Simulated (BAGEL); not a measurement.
**C2H5FSi (SMILES F/C=C/[SiH3]): levels of theory compared**

Aim: a comparison of 3 runs (B3LYP/cc-pVDZ, PBE0/cc-pVDZ, RI-MP2/cc-pVDZ) of C2H5FSi. 

Program for the calculation: BAGEL 1.2.2.

1 further run of the same task is left out (it didn't finish).

## (1) Starting point

C2H5FSi: 9 atoms, total charge 0, spin state singlet. As SMILES, `F/C=C/[SiH3]`. Geometry: relaxed at PBE0-D4/def2-TZVP.

Bond lengths: F1–C2 1.336 Å, C2–C3 1.322 Å, C3–Si4 1.852 Å, C2–H5 1.086 Å, C3–H6 1.087 Å, Si4–H7 1.487 Å, Si4–H8 1.487 Å, Si4–H9 1.487 Å. Some angles: F1–C2–C3 122.8°, C2–C3–Si4 121.1°, F1–C2–H5 111.4°, C3–C2–H5 125.9°, C2–C3–H6 117.6°, Si4–C3–H6 121.3°, C3–Si4–H7 110.8°, C3–Si4–H8 110.8°, C3–Si4–H9 108.6°, H7–Si4–H8 107.9°.

## (2) A single-point energy at B3LYP/cc-pVDZ (density fitting with qzvpp-jkfit) (run 1)

File calc.json:

```json
{ "bagel": [

{
  "title": "molecule",
  "basis": "cc-pvdz.json",
  "df_basis": "qzvpp-jkfit",
  "angstrom": true,
  "geometry": [
    { "atom": "F", "xyz": [      -1.259900,       2.360900,       0.506400 ] },
    { "atom": "C", "xyz": [      -0.578300,       1.355000,      -0.048000 ] },
    { "atom": "C", "xyz": [      -0.336700,       0.219900,       0.584900 ] },
    { "atom": "Si", "xyz": [       0.614100,      -1.145000,      -0.228900 ] },
    { "atom": "H", "xyz": [      -0.264200,       1.599600,      -1.058100 ] },
    { "atom": "H", "xyz": [      -0.716100,       0.118100,       1.598600 ] },
    { "atom": "H", "xyz": [       1.843700,      -1.465600,       0.542800 ] },
    { "atom": "H", "xyz": [      -0.206700,      -2.381600,      -0.316300 ] },
    { "atom": "H", "xyz": [       0.992500,      -0.707600,      -1.598500 ] }
  ]
},

{
  "title": "ks",
  "xc_func": "b3lyp"
},

{
  "title": "print",
  "file": "orbitals.molden",
  "orbitals": true
}

]}
```

The basis set cc-pVDZ is read from a file made from the Basis Set Exchange's data (not shown).

Command:

```bash
$ BAGEL_NUM_THREADS=1 BAGEL calc.json > calc.out
```

The log of the run:

```text
* using 1 threads per process

  ===============================================================
  ===============================================================

  *** Geometry ***

  { "atom" : "F", "xyz" : [     -2.380866,      4.461454,      0.956957 ] },
  { "atom" : "C", "xyz" : [     -1.092829,      2.560579,     -0.090707 ] },
  { "atom" : "C", "xyz" : [     -0.636271,      0.415551,      1.105301 ] },
  { "atom" : "Si", "xyz" : [      1.160481,     -2.163736,     -0.432558 ] },
  { "atom" : "H", "xyz" : [     -0.499266,      3.022806,     -1.999519 ] },
  { "atom" : "H", "xyz" : [     -1.353233,      0.223177,      3.020916 ] },
  { "atom" : "H", "xyz" : [      3.484088,     -2.769583,      1.025743 ] },
  { "atom" : "H", "xyz" : [     -0.390606,     -4.500572,     -0.597720 ] },
  { "atom" : "H", "xyz" : [      1.875553,     -1.337170,     -3.020727 ] },

  Number of auxiliary basis functions:      445

  Since a DF basis is specified, we compute 2- and 3-index integrals:
    o Being stored without compression. Storage requirement is 0.026 GB

  Number of basis functions:       85
  Number of electrons      :       40

    * METHOD: MOLECULE                             0.20

  *** Kohn-Sham DFT ***

    * Removing 15446 points whose weight is below 1.00e-10
    * Grid points: 118708

  === Nuclear Repulsion ===
   148.9502593729

       - DIIS with orbital gradients will be used.

  === KS iteration (b3lyp / cc-pvdz.json) ===
      0       -437.38519443          0.10056911           0.36
      1       -391.56142738          0.11679781           0.34
      2       -266.62506052          0.32689359           0.34
      3       -418.85170542          0.15742518           0.34
      4       -450.32384314          0.09842307           0.34
      5       -456.90034835          0.08286927           0.34
[... 31 lines of this table left out ...]
     37       -468.54415978          0.00000003           0.34
     38       -468.54415978          0.00000001           0.34
    * SCF iteration converged.

    * Permanent dipole moment:
           (   -0.106497,     0.107685,     0.139038) a.u.

    * METHOD: KS                                  14.12

    * METHOD: PRINT                                0.02

  ===============================================================
```

It took 15 s on 1 thread of Arm Neoverse V1, shared host; peak memory 0.46 GiB.

## (3) The energy at PBE0/cc-pVDZ (density fitting with qzvpp-jkfit) (run 2)

File job.json:

```json
{ "bagel": [

{
  "title": "molecule",
  "basis": "cc-pvdz.json",
  "df_basis": "qzvpp-jkfit",
  "angstrom": true,
  "geometry": [
    { "atom": "F", "xyz": [      -1.259900,       2.360900,       0.506400 ] },
    { "atom": "C", "xyz": [      -0.578300,       1.355000,      -0.048000 ] },
    { "atom": "C", "xyz": [      -0.336700,       0.219900,       0.584900 ] },
    { "atom": "Si", "xyz": [       0.614100,      -1.145000,      -0.228900 ] },
    { "atom": "H", "xyz": [      -0.264200,       1.599600,      -1.058100 ] },
    { "atom": "H", "xyz": [      -0.716100,       0.118100,       1.598600 ] },
    { "atom": "H", "xyz": [       1.843700,      -1.465600,       0.542800 ] },
    { "atom": "H", "xyz": [      -0.206700,      -2.381600,      -0.316300 ] },
    { "atom": "H", "xyz": [       0.992500,      -0.707600,      -1.598500 ] }
  ]
},

{ "title": "ks", "xc_func": "pbe0", "charge": 0 },

{ "title": "print", "file": "orbitals.molden", "orbitals": true }

]}
```

The basis set cc-pVDZ is read from a file made from the Basis Set Exchange's data (not shown).

Command:

```bash
$ BAGEL_NUM_THREADS=1 BAGEL job.json > job.out
```

The log of the run:

```text
* using 1 threads per process

  ===============================================================
  ===============================================================

  *** Geometry ***

  { "atom" : "F", "xyz" : [     -2.380866,      4.461454,      0.956957 ] },
  { "atom" : "C", "xyz" : [     -1.092829,      2.560579,     -0.090707 ] },
  { "atom" : "C", "xyz" : [     -0.636271,      0.415551,      1.105301 ] },
  { "atom" : "Si", "xyz" : [      1.160481,     -2.163736,     -0.432558 ] },
  { "atom" : "H", "xyz" : [     -0.499266,      3.022806,     -1.999519 ] },
  { "atom" : "H", "xyz" : [     -1.353233,      0.223177,      3.020916 ] },
  { "atom" : "H", "xyz" : [      3.484088,     -2.769583,      1.025743 ] },
  { "atom" : "H", "xyz" : [     -0.390606,     -4.500572,     -0.597720 ] },
  { "atom" : "H", "xyz" : [      1.875553,     -1.337170,     -3.020727 ] },

  Number of auxiliary basis functions:      445

  Since a DF basis is specified, we compute 2- and 3-index integrals:
    o Being stored without compression. Storage requirement is 0.026 GB

  Number of basis functions:       85
  Number of electrons      :       40

    * METHOD: MOLECULE                             0.20

  *** Kohn-Sham DFT ***

    * Removing 15446 points whose weight is below 1.00e-10
    * Grid points: 118708

  === Nuclear Repulsion ===
   148.9502593729

       - DIIS with orbital gradients will be used.

  === KS iteration (pbe0 / cc-pvdz.json) ===
      0       -437.05558290          0.10028086           0.35
      1       -391.59527167          0.11711403           0.33
      2       -278.40117228          0.27598849           0.33
      3       -440.79054628          0.11419155           0.33
      4       -455.93220591          0.07377724           0.33
      5       -464.96948103          0.07207443           0.33
[... 16 lines of this table left out ...]
     22       -468.20693792          0.00000002           0.33
     23       -468.20693792          0.00000001           0.33
    * SCF iteration converged.

    * Permanent dipole moment:
           (   -0.110445,     0.109441,     0.146581) a.u.

    * METHOD: KS                                   8.66

    * METHOD: PRINT                                0.02

  ===============================================================
```

Wall time 9.3 s (1 thread of Arm Neoverse V1, shared host); peak memory 0.46 GiB.

## (4) A single-point energy at RI-MP2/cc-pVDZ (density fitting with qzvpp-jkfit) (run 3)

File input.json:

```json
{ "bagel": [

{
  "title": "molecule",
  "basis": "cc-pvdz.json",
  "df_basis": "qzvpp-jkfit",
  "angstrom": true,
  "geometry": [
    { "atom": "F", "xyz": [   -1.259900,    2.360900,    0.506400 ] },
    { "atom": "C", "xyz": [   -0.578300,    1.355000,   -0.048000 ] },
    { "atom": "C", "xyz": [   -0.336700,    0.219900,    0.584900 ] },
    { "atom": "Si", "xyz": [    0.614100,   -1.145000,   -0.228900 ] },
    { "atom": "H", "xyz": [   -0.264200,    1.599600,   -1.058100 ] },
    { "atom": "H", "xyz": [   -0.716100,    0.118100,    1.598600 ] },
    { "atom": "H", "xyz": [    1.843700,   -1.465600,    0.542800 ] },
    { "atom": "H", "xyz": [   -0.206700,   -2.381600,   -0.316300 ] },
    { "atom": "H", "xyz": [    0.992500,   -0.707600,   -1.598500 ] }
  ]
},
{ "title": "hf" },
{ "title": "mp2", "ncore": 8 }

]}
```

The basis set cc-pVDZ is read from a file made from the Basis Set Exchange's data (not shown).

Command:

```bash
$ BAGEL_NUM_THREADS=1 BAGEL input.json > input.out
```

The log of the run:

```text
* using 1 threads per process

  ===============================================================
  ===============================================================

  *** Geometry ***

  { "atom" : "F", "xyz" : [     -2.380866,      4.461454,      0.956957 ] },
  { "atom" : "C", "xyz" : [     -1.092829,      2.560579,     -0.090707 ] },
  { "atom" : "C", "xyz" : [     -0.636271,      0.415551,      1.105301 ] },
[... 5 lines of this table left out ...]
  { "atom" : "H", "xyz" : [      1.875553,     -1.337170,     -3.020727 ] },

  Number of auxiliary basis functions:      445

  Since a DF basis is specified, we compute 2- and 3-index integrals:
    o Being stored without compression. Storage requirement is 0.026 GB

  Number of basis functions:       85
  Number of electrons      :       40

    * METHOD: MOLECULE                             0.20

  *** RHF ***

  === Nuclear Repulsion ===
   148.9502593729

      * DIIS with orbital gradients will be used.

  === RHF iteration (cc-pvdz.json) ===
      0       -466.85051679          0.01272215           0.05
      1       -466.96251688          0.00683971           0.05
      2       -466.99051198          0.00153878           0.05
[... 11 lines of this table left out ...]
     14       -466.99268865          0.00000001           0.05
    * SCF iteration converged.

    * Permanent dipole moment:
           (   -0.179650,     0.200517,     0.214597) a.u.

    * METHOD: HF                                   0.85

  *** RHF ***

  === Nuclear Repulsion ===
   148.9502593729

      * DIIS with orbital gradients will be used.

  === RHF iteration (cc-pvdz.json) ===
      0       -466.99268865          0.00000000           0.05
    * SCF iteration converged.

    * Permanent dipole moment:
           (   -0.179649,     0.200516,     0.214597) a.u.

  === DF-MP2 calculation ===

    * freezing 8 orbitals
    * 3-index integral transformation done
    * assembly done

      MP2 correlation energy:   -0.5511764377      0.03

      MP2 total energy:       -467.5438650873

    * METHOD: MP2                                  0.14

  ===============================================================
```

It took 1.4 s on 1 thread of Arm Neoverse V1, shared host; peak memory 0.11 GiB.

## (5) All runs side by side

| run | level | frozen core orbitals | energy (Eh) | dipole moment (D) | HOMO energy (eV) | LUMO energy (eV) | wall time |
| --- | --- | --- | --- | --- | --- | --- | --- |
| 1 | B3LYP/cc-pVDZ (density fitting with qzvpp-jkfit) | – | -468.544160 | 0.52 | -7.41 | -0.20 | 15 s |
| 2 | PBE0/cc-pVDZ (density fitting with qzvpp-jkfit) | – | -468.206938 | 0.54 | -7.68 | -0.01 | 9.3 s |
| 3 | RI-MP2/cc-pVDZ (density fitting with qzvpp-jkfit) | 8 | -467.543865 | – | – | – | 1.4 s |

## (6) What came out

```
                                          quantity          value
                               run 3: total energy  -467.54387 Eh
run 3: correlation energy (8 core orbitals frozen)     -551.2 mEh
```

What this shows: Totals of different functionals can't be ranked against each other. All runs together took 25 s, the longest 15 s.
